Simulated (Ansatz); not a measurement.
# B2TeC: the cost of one run

Computed with Ansatz 0.2.0 (DFT PBE, scalar-relativistic, plane waves, PAW, unless a step's input says otherwise).

## Step 1: The starting structure

It takes space group P6_3/mmc (No. 194, hexagonal). The conventional cell has a = 3.027 Å, b = 3.027 Å, c = 13.624 Å, α = 90.00°, β = 90.00°, γ = 120.00°. B (site symmetry 3m) is surrounded by 3 Te at 2.21 Å. Te (site symmetry -6m2) has 6 B at 2.21 Å as nearest neighbours. C (site symmetry -3m) is surrounded by 6 B at 2.69 Å and 6 C at 3.03 Å.

As a file:

```cif
data_structure
_symmetry_space_group_name_H-M 'P6_3/mmc'
_symmetry_Int_Tables_number 194
_cell_length_a 3.0272
_cell_length_b 3.0272
_cell_length_c 13.6241
_cell_angle_alpha 90.000
_cell_angle_beta 90.000
_cell_angle_gamma 120.000
_cell_volume 108.13
loop_
_atom_site_label
_atom_site_type_symbol
_atom_site_symmetry_multiplicity
_atom_site_Wyckoff_symbol
_atom_site_fract_x
_atom_site_fract_y
_atom_site_fract_z
_atom_site_occupancy
B1 B 4 f 0.66667 0.33333 0.65044 1
Te1 Te 2 b 0.00000 0.00000 0.75000 1
C1 C 2 a 0.00000 0.00000 0.50000 1
```

A structure generator made this guess: species swapped into a database cell of KNbSe2 (P6_3/mmc, No. 194), with C on the K sites, Te on the Nb sites and B on the Se sites. Lengths come from tabulated atomic sizes and are only a guess.

## Step 2: A first look at the guess

input.yaml

```yaml
crystal:
  lattice:
    - [3.02724572, 0.0, 0.0]
    - [-1.51362286, 2.6216717, 0.0]
    - [0.0, 0.0, 13.62409306]
  atoms:
    - { symbol: B, position: [0.66666667, 0.33333333, 0.65044099] }
    - { symbol: B, position: [0.66666667, 0.33333333, 0.84955901] }
    - { symbol: B, position: [0.33333333, 0.66666667, 0.15044099] }
    - { symbol: B, position: [0.33333333, 0.66666667, 0.34955901] }
    - { symbol: Te, position: [0.0, 0.0, 0.75] }
    - { symbol: Te, position: [0.0, 0.0, 0.25] }
    - { symbol: C, position: [0.0, 0.0, 0.5] }
    - { symbol: C, position: [0.0, 0.0, 0.0] }
basis:
  ecutwfc: 420
kpoints:
  mp_grid: { grid: [6, 6, 2] }
hamiltonian:
  xc: pbe
scf:
  occupations: { method: gaussian, width: 0.1 }
  lower_state_search: "off"
output:
  forces: true
  stress: true
  eigenvalues: true
```

Run with:

```bash
$ ansatz run input.yaml --threads 1 --pin off --max-ram 2048MiB --backend cpu --events-out ev --progress --plain --runs-dir out
```

What time and memory should one allow on 1 thread of Arm Neoverse V1, shared host?

About 3.6 s, with a peak of 0.36 GiB.
